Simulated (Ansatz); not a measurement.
# NdP3: the cost of one run

Computed with Ansatz 0.2.0 (DFT PBE, scalar-relativistic, plane waves, PAW; 4f electrons in the core of a trivalent norm-conserving potential, unless a step's input says otherwise).

### Step 1. The system as given

It takes space group Pm-3m (No. 221, cubic). Conventional cell: a = 4.781 Å, b = 4.781 Å, c = 4.781 Å, α = 90.00°, β = 90.00°, γ = 90.00°. Around Nd (site symmetry m-3m) lie 6 P at 2.39 Å. P (site symmetry 4/mmm) is surrounded by 2 Nd at 2.39 Å.

Coordinates:

```
Nd P
1.0
     4.78137    0.00000    0.00000
     0.00000    4.78137    0.00000
     0.00000    0.00000    4.78137
Nd P
1 3
Direct
  0.00000 0.00000 0.00000
  0.50000 0.00000 0.00000
  0.00000 0.50000 0.00000
  0.00000 0.00000 0.50000
```

A structure generator made this guess: random cell by space group and Wyckoff sites (Pm-3m, No. 221). Lengths come from tabulated atomic sizes and are only a guess.

### Step 2. A first look at the guess

Contents of input.yaml:

```yaml
crystal:
  lattice:
    - [4.78136652, 0.0, 0.0]
    - [0.0, 4.78136652, 0.0]
    - [0.0, 0.0, 4.78136652]
  atoms:
    - { symbol: Nd, position: [0.0, 0.0, 0.0] }
    - { symbol: P, position: [0.5, 0.0, 0.0] }
    - { symbol: P, position: [0.0, 0.5, 0.0] }
    - { symbol: P, position: [0.0, 0.0, 0.5] }
basis:
  ecutwfc: 660
kpoints:
  mp_grid: { grid: [4, 4, 4] }
hamiltonian:
  xc: pbe
  pseudopotentials:
    kind: paw
    azcp: { Nd: "pseudopotentials/pbe/nc/lanthanide_3plus/Nd.nc.azcp" }
scf:
  occupations: { method: gaussian, width: 0.1 }
  lower_state_search: "off"
output:
  forces: true
  stress: true
  eigenvalues: true
```

On the command line:

```sh
> ansatz run input.yaml --threads 1 --pin off --max-ram 2560MiB --backend cpu --events-out ev --progress --plain --runs-dir out
```

Q: Estimate wall time and peak memory on 1 thread of Arm Neoverse V1, shared host.

About 3 s, with a peak of 0.36 GiB.
